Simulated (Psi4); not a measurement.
**MP3/def2-SVP run of SiH2O2F2 (SMILES O[Si](O)(F)F)**

What is the vertical singlet–triplet gap of SiH2O2F2 at MP3/def2-SVP? 

Program for the calculation: Psi4 1.11.

## 1. The system as given

SiH2O2F2: 7 atoms, total charge 0, spin state singlet. As SMILES, `O[Si](O)(F)F`. The coordinates come from a PBE0-D4/def2-TZVP relaxation. This is one conformer, not always the lowest.

Bond lengths: O1–Si2 1.609 Å, Si2–O3 1.609 Å, Si2–F4 1.583 Å, Si2–F5 1.583 Å, O1–H6 0.957 Å, O3–H7 0.957 Å. Angles: O1–Si2–O3 107.3°, O1–Si2–F4 112.2°, O1–Si2–F5 110.1°, O3–Si2–F4 110.1°, O3–Si2–F5 112.2°, F4–Si2–F5 104.9°, Si2–O1–H6 118.9°, Si2–O3–H7 118.9°.

## 2. A single-point energy at MP3/def2-SVP

File f2h2o2si.xyz:

```xyz
7
F2H2O2Si
O     -1.123000     0.443800     0.890500
Si    -0.011100    -0.018100    -0.177300
O      1.321200    -0.386600     0.646700
F     -0.483500    -1.262700    -1.033600
F      0.238000     1.131800    -1.236100
H     -1.829300     1.022300     0.602200
H      1.948900    -0.998500     0.262000
```

File run_ase.py:

```python
import numpy as np
from ase.calculators.psi4 import Psi4
from ase.io import read

a = read('f2h2o2si.xyz')
calc = Psi4(atoms=a, method='mp3', basis='def2-SVP', memory='2200MB', num_threads=1, charge=0, multiplicity=1, label='f2h2o2si', reference='rhf')
calc.psi4.set_options({'puream': True, 'e_convergence': 1e-09, 'd_convergence': 1e-08, 'scf_type': 'pk', 'num_frozen_docc': 9, 'mp_type': 'conv'})
a.calc = calc

print(f'energy: {a.get_potential_energy():.6f} eV')
```

Run with:

```console
$ python run_ase.py
```

f2h2o2si.dat:

```text
[...]
  Running in c1 symmetry.
[...]
  Nuclear repulsion =  270.470000707396764
[...]
  Multiplicity = 1
[...]
  Nalpha       = 25
  Nbeta        = 25
[...]
    Number of basis functions: 84
[...]
   @RHF iter   1:  -638.40603087835711   -9.56149e-01   7.64758e-03 ADIIS/DIIS
[...]
   @RHF iter  11:  -638.56352407658778   -1.59162e-12   3.13515e-09 DIIS
[...]
    Orbital Energies [Eh]
    ---------------------
    Doubly Occupied:
       1A    -68.888323     2A    -26.296547     3A    -26.296505
       4A    -20.580499     5A    -20.580484     6A     -6.242369
       7A     -4.355882     8A     -4.355846     9A     -4.355026
      10A     -1.595757    11A     -1.571951    12A     -1.368455
      13A     -1.346646    14A     -0.823819    15A     -0.760803
      16A     -0.736446    17A     -0.722772    18A     -0.693056
      19A     -0.688337    20A     -0.674143    21A     -0.653392
      22A     -0.585534    23A     -0.574476    24A     -0.552567
      25A     -0.544453
[...]
  @RHF Final Energy:  -638.56352407658778
   => Energetics <=
    Nuclear Repulsion Energy =            270.4700007073967640
    One-Electron Energy =               -1426.3788747297830923
    Two-Electron Energy =                 517.3453499457984890
    Total Energy =                       -638.5635240765877825
[...]
 Multipole Moments:
 ------------------------------------------------------------------------------------
     Multipole            Electronic (a.u.)      Nuclear  (a.u.)        Total (a.u.)
 ------------------------------------------------------------------------------------
 L = 1.  Multiply by 2.5417464519 to convert [e a0] to [Debye]
 Dipole X            :         -0.3619379            0.3447560           -0.0171819
 Dipole Y            :         -0.1533867            0.1460807           -0.0073060
 Dipole Z            :         -3.1074414            2.9592576           -0.1481838
 Magnitude           :                                                    0.1493554
[...]
	SCS-MP2 Total Energy (a.u.)        :  -639.36095222112885
	SOS-MP2 Total Energy (a.u.)        :  -639.34580062178918
[...]
	SOS-PI-MP2 Total Energy (a.u.)     :  -639.40597574065089
[...]
	MP2 Total Energy (a.u.)            :  -639.39125541980820
[...]
	SCS-MP3 Total Energy (a.u.)        :  -639.36176441730231
[...]
	MP3 Total Energy (a.u.)            :  -639.39450420450214
[...]
```

Standard output:

```text
energy: -17398.810676 eV
```

Wall time 11 s (1 thread of Intel Xeon Platinum 8259CL at 2.50GHz (Skylake/Cascade Lake), shared host); peak memory 0.49 GiB.

## 3. The triplet

File f2h2o2si.py:

```python
import psi4

psi4.set_memory('2200 MB')
psi4.set_num_threads(1)
psi4.core.set_output_file('run.log', False)

m = psi4.geometry("""
0 3
O
Si 1 1.609307
O 2 1.609283 1 107.33654
F 2 1.582858 3 110.12256 1 -122.45164
F 2 1.582839 4 104.8519 3 120.94929
H 1 0.957413 2 118.90297 5 32.84496
H 3 0.9573 2 118.91056 5 -83.57528
symmetry c1
no_reorient
no_com
""")

options = {'basis': 'def2-SVP', 'reference': 'uhf', 'puream': True, 'e_convergence': 1e-09, 'd_convergence': 1e-08, 'scf_type': 'pk', 'num_frozen_docc': 9, 'maxiter': 100, 'mp_type': 'conv'}
psi4.set_options(options)

result = psi4.energy('mp3')
print(f'total energy {result:.8f} hartree = {result * 27.211386:.5f} eV')
```

Run with:

```console
$ python f2h2o2si.py
```

run.log:

```text
[...]
  Running in c1 symmetry.
[...]
  Nuclear repulsion =  270.470007934014006
[...]
  Multiplicity = 3
[...]
  Nalpha       = 26
  Nbeta        = 24
[...]
    Number of basis functions: 84
[...]
   @UHF iter   1:  -638.05332795183358   -6.03446e-01   5.91401e-03 DIIS/ADIIS
[...]
   @UHF iter  24:  -638.17280718599557   -1.47793e-12   8.60659e-09 DIIS
[...]
   @S^2 Observed:                2.056136338E+00
[...]
    Orbital Energies [Eh]
    ---------------------
    Alpha Occupied:
       1A    -68.924645     2A    -26.308951     3A    -26.308912
       4A    -20.719799     5A    -20.719738     6A     -6.280793
       7A     -4.393468     8A     -4.392951     9A     -4.391462
      10A     -1.611866    11A     -1.585943    12A     -1.512246
      13A     -1.497054    14A     -0.907689    15A     -0.825067
      16A     -0.798763    17A     -0.769852    18A     -0.737886
      19A     -0.736299    20A     -0.717379    21A     -0.708879
      22A     -0.687005    23A     -0.669066    24A     -0.666013
      25A     -0.656951    26A     -0.095747
    Alpha Virtual:
[...]
  @UHF Final Energy:  -638.17280718599557
   => Energetics <=
    Nuclear Repulsion Energy =            270.4700079340140064
    One-Electron Energy =               -1423.6232032416342008
    Two-Electron Energy =                 514.9803881216245145
    Total Energy =                       -638.1728071859955662
  UHF NO Occupations:
  HONO-2 :   24  A 1.9744893
  HONO-1 :   25  A 1.0000000
[...]
 Multipole Moments:
 ------------------------------------------------------------------------------------
     Multipole            Electronic (a.u.)      Nuclear  (a.u.)        Total (a.u.)
 ------------------------------------------------------------------------------------
 L = 1.  Multiply by 2.5417464519 to convert [e a0] to [Debye]
 Dipole X            :          0.0000592            0.0000218            0.0000810
 Dipole Y            :          2.0877374           -2.4029681           -0.3152307
 Dipole Z            :          1.5359868           -1.7672417           -0.2312549
 Magnitude           :                                                    0.3909594
[...]
	SCS-MP2 Total Energy (a.u.)        :  -638.99993792264991
	SOS-MP2 Total Energy (a.u.)        :  -638.98199146550803
[...]
	SOS-PI-MP2 Total Energy (a.u.)     :  -639.04423641008589
[...]
	MP2 Total Energy (a.u.)            :  -639.03583083693354
[...]
	SCS-MP3 Total Energy (a.u.)        :  -639.00002536613363
[...]
	MP3 Total Energy (a.u.)            :  -639.03618061086854
[...]
```

Standard output:

```text
total energy -639.03618061 hartree = -17389.06018 eV
```

It took 16 s on 1 thread of Intel Xeon Platinum 8259CL at 2.50GHz (Skylake/Cascade Lake), shared host; peak memory 0.49 GiB.

## 4. Outcome

Level: MP3/def2-SVP, 9 core orbitals frozen.

| quantity | value |
| --- | --- |
| singlet: total energy | -639.39450 Eh |
| singlet: HOMO energy (Hartree–Fock orbitals) | -14.82 eV |
| singlet: LUMO energy (Hartree–Fock orbitals) | 4.07 eV |
| singlet: HOMO–LUMO gap (Hartree–Fock orbitals) | 18.89 eV |
| singlet: correlation energy (9 core orbitals frozen) | -831.0 mEh |
| triplet: total energy | -639.03618 Eh |
| triplet: HOMO energy (Hartree–Fock orbitals) (highest over α and β) | -2.61 eV |
| triplet: correlation energy (9 core orbitals frozen) | -863.4 mEh |
| triplet: ⟨S²⟩ of the reference determinant | 2.056 |
| vertical energy of the triplet above the singlet | 9.750 eV |

**Reading.** At this shape the triplet lies 9.75 eV (225 kcal/mol) above the singlet.
